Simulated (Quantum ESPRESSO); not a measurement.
## HfIn4SiO6 under changes of volume

One of the cells (15.469 Å³/atom); the others are scaled copies at fixed shape and fractional positions:

```xyz
12
Lattice="2.4142 -8.1295 -0.0036 2.4142 8.1295 -0.0036 -0.9887 0.0000 4.7307" Properties=species:S:1:pos:R:3 pbc="T T T"
Hf    0.0000    0.0000    0.0000
In    2.4142   -2.6536   -0.0036
In    1.9198    5.4960    2.3617
In    2.4142    2.6536   -0.0036
In    1.9198   -5.4960    2.3617
Si    1.9198    0.0000    2.3617
O     3.2588    0.0000    1.2744
O     0.5808    0.0000    3.4491
O     1.0613    1.3105    1.3041
O     2.7783    1.3105    3.4194
O     2.7783   -1.3105    3.4194
O     1.0613   -1.3105    1.3041
```

The cell was built by a generator and needn't be a form met in nature.

- Program: Quantum ESPRESSO 7.5
- Functional: PBE
- Potentials or basis: SSSP 1.3 efficiency PBE
- Cutoff: 816 eV
- Density cutoff: 5987 eV
- k mesh: 6 × 6 × 6
- Occupations: fermi-dirac, width 0.05 eV
- Spin: no spin polarisation

```tsv
volume (Å³/atom)	energy over the lowest point (meV/atom)	pressure (GPa)	largest force (eV/Å)
14.541	21.56	7.9	0.462
14.851	8.93	4.7	0.300
15.160	1.95	2.0	0.151
15.469	0.00	-0.5	0.142
15.779	2.54	-2.7	0.212
16.088	?	?	?
16.398	19.27	-6.4	0.455
```

Question: What does the run at 16.088 Å³/atom give?

Answer: Energy over the lowest point 9.10 meV/atom; pressure -4.6 GPa; largest force 0.339 eV/Å.

Worked out: A Birch-Murnaghan fit of order 3 (a polynomial in V^(-2/3)) to the other rows has its minimum at 15.44 Å³/atom with B0 = V·E''(V) = 117 GPa and B' = 4.6 at fixed shape and positions, which overstates the stiffness. It gives 9.09 meV/atom at 16.088 Å³/atom, against the run's 9.10, and -dE/dV = -4.4 GPa, against -4.6.

Energies are extrapolated to zero smearing.
